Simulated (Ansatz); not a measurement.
# CH4F2O2Si: the cost of one run

Program: Ansatz 0.2.0, Gaussian basis. Level of theory: the settings change from run to run. These are calculated values, not measurements.

## (1) The relaxed structure

The structure was relaxed beforehand with PBE0-D4 in a triple-zeta def2 set.

SMILES `O[SiH2]C(O)(F)F`, 10 atoms, charge 0, spin multiplicity 1.

Atoms are counted from 1 here; the program's logs count them from 0.

Bond lengths: O1–Si2 1.637 Å, O1–H7 0.959 Å, Si2–C3 1.927 Å, Si2–H8 1.476 Å, Si2–H9 1.484 Å, C3–O4 1.349 Å, C3–F5 1.379 Å, C3–F6 1.371 Å, O4–H10 0.968 Å. Angles: Si2–O1–H7 118.1°, O1–Si2–C3 110.1°, O1–Si2–H8 107.5°, O1–Si2–H9 113.0°, C3–Si2–H8 109.2°, C3–Si2–H9 104.8°, H8–Si2–H9 112.2°, Si2–C3–O4 112.7°, Si2–C3–F5 109.3°, Si2–C3–F6 110.5°, O4–C3–F5 109.7°, O4–C3–F6 110.2°, F5–C3–F6 104.1°, C3–O4–H10 109.0°.

As a file:

| atom | x (Å) | y (Å) | z (Å) |
| --- | --- | --- | --- |
| O1 | -1.0593 | -1.7471 | 0.3805 |
| Si2 | -0.1683 | -0.5127 | 0.9817 |
| C3 | 0.3463 | 0.6850 | -0.4378 |
| O4 | 1.1886 | 0.1122 | -1.3220 |
| F5 | -0.7836 | 1.1299 | -1.0919 |
| F6 | 0.9058 | 1.8254 | 0.0770 |
| H7 | -1.8658 | -1.5333 | -0.0913 |
| H8 | 1.0449 | -1.0961 | 1.5876 |
| H9 | -0.9216 | 0.3350 | 1.9384 |
| H10 | 1.3963 | 0.7505 | -2.0192 |

## (2) wB97X/aug-pcseg-2

Set apart from the defaults: high accuracy.

File in.yaml:

```yaml
crystal:
  periodic: [false, false, false]
  atoms:
    - {symbol: O, position_ang: [-1.059272, -1.747070, 0.380529]}
    - {symbol: Si, position_ang: [-0.168313, -0.512699, 0.981681]}
    - {symbol: C, position_ang: [0.346286, 0.685019, -0.437811]}
    - {symbol: O, position_ang: [1.188605, 0.112195, -1.321978]}
    - {symbol: F, position_ang: [-0.783616, 1.129912, -1.091852]}
    - {symbol: F, position_ang: [0.905804, 1.825435, 0.076992]}
    - {symbol: H, position_ang: [-1.865829, -1.533334, -0.091323]}
    - {symbol: H, position_ang: [1.044865, -1.096125, 1.587644]}
    - {symbol: H, position_ang: [-0.921557, 0.334958, 1.938428]}
    - {symbol: H, position_ang: [1.396328, 0.750509, -2.019209]}
basis:
  gaussian: {orbitals: aug-pcseg-2}
hamiltonian: {xc: {name: wB97X}}
accuracy: high
output: {forces: true}
```

Command:

```
> ansatz run in.yaml --threads 4 --pin off --events-out ev --progress --plain --max-ram 10444MiB
```

**Question.** How long does this run take on 4 threads of Arm Neoverse V2, shared host, and how much memory does it need?

About 88 s, with a peak of 6.1 GiB.
